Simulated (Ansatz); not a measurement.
# Molecular dynamics of AlO₂

Input:

```yaml
accuracy: low
crystal:
  lattice:
    - [0.0, 2.886566, 4.492472]
    - [9.594782, 0.0, 4.492472]
    - [9.594782, 2.886566, 0.0]
  atoms:
    - { symbol: Al, position: [0.528, 0.424, 0.722] }
    - { symbol: Al, position: [0.972, 0.076, 0.778] }
    - { symbol: Al, position: [0.424, 0.028, 0.326] }
    - { symbol: Al, position: [0.076, 0.472, 0.174] }
    - { symbol: O, position: [0.868, 0.419, 0.382] }
    - { symbol: O, position: [0.632, 0.081, 0.118] }
    - { symbol: O, position: [0.419, 0.368, 0.331] }
    - { symbol: O, position: [0.081, 0.132, 0.169] }
    - { symbol: O, position: [0.054, 0.748, 0.196] }
    - { symbol: O, position: [0.446, 0.752, 0.304] }
    - { symbol: O, position: [0.248, 0.054, 0.502] }
    - { symbol: O, position: [0.252, 0.446, 0.998] }
    - { symbol: Al, position: [0.028, 0.924, 0.222] }
    - { symbol: Al, position: [0.472, 0.576, 0.278] }
    - { symbol: Al, position: [0.924, 0.528, 0.826] }
    - { symbol: Al, position: [0.576, 0.972, 0.674] }
    - { symbol: O, position: [0.368, 0.919, 0.882] }
    - { symbol: O, position: [0.132, 0.581, 0.618] }
    - { symbol: O, position: [0.919, 0.868, 0.831] }
    - { symbol: O, position: [0.581, 0.632, 0.669] }
    - { symbol: O, position: [0.554, 0.248, 0.696] }
    - { symbol: O, position: [0.946, 0.252, 0.804] }
    - { symbol: O, position: [0.748, 0.554, 0.002] }
    - { symbol: O, position: [0.752, 0.946, 0.498] }
basis:
  ecutwfc: 420.0
kpoints:
  mp_grid: { grid: [4, 4, 4] }
hamiltonian:
  xc: pbe
scf:
  occupations: { method: fermi_dirac, width: 0.24 }
  lower_state_search: "off"
md:
  timestep: 0.75
  n_steps: 90
  ensemble: nvt_langevin
  temperature: 2800.0
  initial_velocities: maxwell_boltzmann
  seed: 520299
  friction: 0.02
```

Command:

```bash
$ ansatz run input.yaml --threads 4 --pin off --max-ram 10240MiB --backend cpu --events-out ev --progress --plain --runs-dir out
```

It starts from an unrelaxed structure (largest force component 1.35 eV/Å).

Output, in part (one step line in 4):

```
md step     0: t =     0.00 fs  T =  2683.3 K  F+E_penalty+E_count = -13389.43394556 eV  E_kin = 8.324344 eV  (7 SCF iters)
md step     4: t =     3.00 fs  T =  2654.3 K  F+E_penalty+E_count = -13389.10798256 eV  E_kin = 8.234248 eV  (8 SCF iters)
md step     8: t =     6.00 fs  T =  2252.7 K  F+E_penalty+E_count = -13388.30752208 eV  E_kin = 6.988462 eV  (6 SCF iters)
md step    12: t =     9.00 fs  T =  1632.3 K  F+E_penalty+E_count = -13387.20286637 eV  E_kin = 5.063742 eV  (7 SCF iters)
md step    16: t =    12.00 fs  T =  1294.7 K  F+E_penalty+E_count = -13386.11818679 eV  E_kin = 4.016482 eV  (7 SCF iters)
md step    20: t =    15.00 fs  T =  1270.5 K  F+E_penalty+E_count = -13385.19500205 eV  E_kin = 3.941390 eV  (9 SCF iters)
md step    24: t =    18.00 fs  T =  1428.5 K  F+E_penalty+E_count = -13384.71662356 eV  E_kin = 4.431438 eV  (7 SCF iters)
md step    28: t =    21.00 fs  T =  1629.9 K  F+E_penalty+E_count = -13384.83839662 eV  E_kin = 5.056307 eV  (6 SCF iters)
md step    32: t =    24.00 fs  T =  1813.0 K  F+E_penalty+E_count = -13385.20299217 eV  E_kin = 5.624254 eV  (7 SCF iters)
md step    36: t =    27.00 fs  T =  1971.8 K  F+E_penalty+E_count = -13385.29942824 eV  E_kin = 6.117004 eV  (7 SCF iters)
md step    40: t =    30.00 fs  T =  2219.5 K  F+E_penalty+E_count = -13384.92347269 eV  E_kin = 6.885300 eV  (9 SCF iters)
md step    44: t =    33.00 fs  T =  1966.7 K  F+E_penalty+E_count = -13384.25488181 eV  E_kin = 6.101304 eV  (7 SCF iters)
md step    48: t =    36.00 fs  T =  1758.4 K  F+E_penalty+E_count = -13383.93148604 eV  E_kin = 5.455009 eV  (6 SCF iters)
md step    52: t =    39.00 fs  T =  1780.9 K  F+E_penalty+E_count = -13384.11426041 eV  E_kin = 5.524733 eV  (7 SCF iters)
md step    56: t =    42.00 fs  T =  2042.2 K  F+E_penalty+E_count = -13384.63018535 eV  E_kin = 6.335531 eV  (6 SCF iters)
md step    60: t =    45.00 fs  T =  2038.2 K  F+E_penalty+E_count = -13384.47022864 eV  E_kin = 6.322859 eV  (9 SCF iters)
md step    64: t =    48.00 fs  T =  1763.7 K  F+E_penalty+E_count = -13383.79695839 eV  E_kin = 5.471452 eV  (7 SCF iters)
md step    68: t =    51.00 fs  T =  1938.6 K  F+E_penalty+E_count = -13383.41262024 eV  E_kin = 6.013857 eV  (7 SCF iters)
md step    72: t =    54.00 fs  T =  2078.1 K  F+E_penalty+E_count = -13383.62770457 eV  E_kin = 6.446854 eV  (6 SCF iters)
md step    76: t =    57.00 fs  T =  2016.6 K  F+E_penalty+E_count = -13383.98874797 eV  E_kin = 6.255875 eV  (6 SCF iters)
md step    80: t =    60.00 fs  T =  2267.3 K  F+E_penalty+E_count = -13384.74319098 eV  E_kin = 7.033609 eV  (9 SCF iters)
md step    84: t =    63.00 fs  T =  2394.7 K  F+E_penalty+E_count = -13385.33460672 eV  E_kin = 7.428939 eV  (7 SCF iters)
md step    88: t =    66.00 fs  T =  2311.9 K  F+E_penalty+E_count = -13385.30244160 eV  E_kin = 7.171936 eV  (7 SCF iters)
md step    90: t =    67.50 fs  T =  2248.4 K  F+E_penalty+E_count = -13385.04010703 eV  E_kin = 6.975015 eV  (9 SCF iters)
```

All steps were run. The mean temperature of the second half is 27 % below the set value. A run of 0.068 ps of so small a system gives no equilibrium averages. Limits of this set-up: coarse k mesh, low accuracy level.

Mean squared displacements from the first frame to the last, about the centre of mass: Al 0.12 Å², O 0.27 Å².

Last frame:

```xyz
24
Lattice="0.0000 2.8866 4.4925 9.5948 0.0000 4.4925 9.5948 2.8866 0.0000" Properties=species:S:1:pos:R:3
Al 10.871 3.382 4.320
Al 8.144 5.176 4.465
Al 3.140 2.370 2.216
Al 6.801 0.846 2.340
O 7.208 3.717 5.185
O 1.756 2.135 3.607
O 6.891 2.143 3.254
O 2.772 0.782 1.206
O 8.661 0.645 3.363
O 9.862 1.966 5.165
O 4.867 1.906 1.798
O 14.583 3.799 2.705
Al 10.835 0.571 4.563
Al 8.237 2.340 4.596
Al 12.856 4.934 6.394
Al 15.691 3.551 6.770
O 16.800 3.619 5.376
O 11.993 2.175 3.511
O 16.418 4.966 7.627
O 11.850 3.799 5.857
O 9.020 3.227 3.178
O 9.762 5.215 5.388
O 5.126 2.132 5.715
O 13.803 3.772 7.500
```

The run took 16 min on 4 threads of Intel(R) Xeon(R) Platinum 8375C CPU @ 2.90GHz (Ice Lake), on a shared host, peak memory 1.6 GiB.
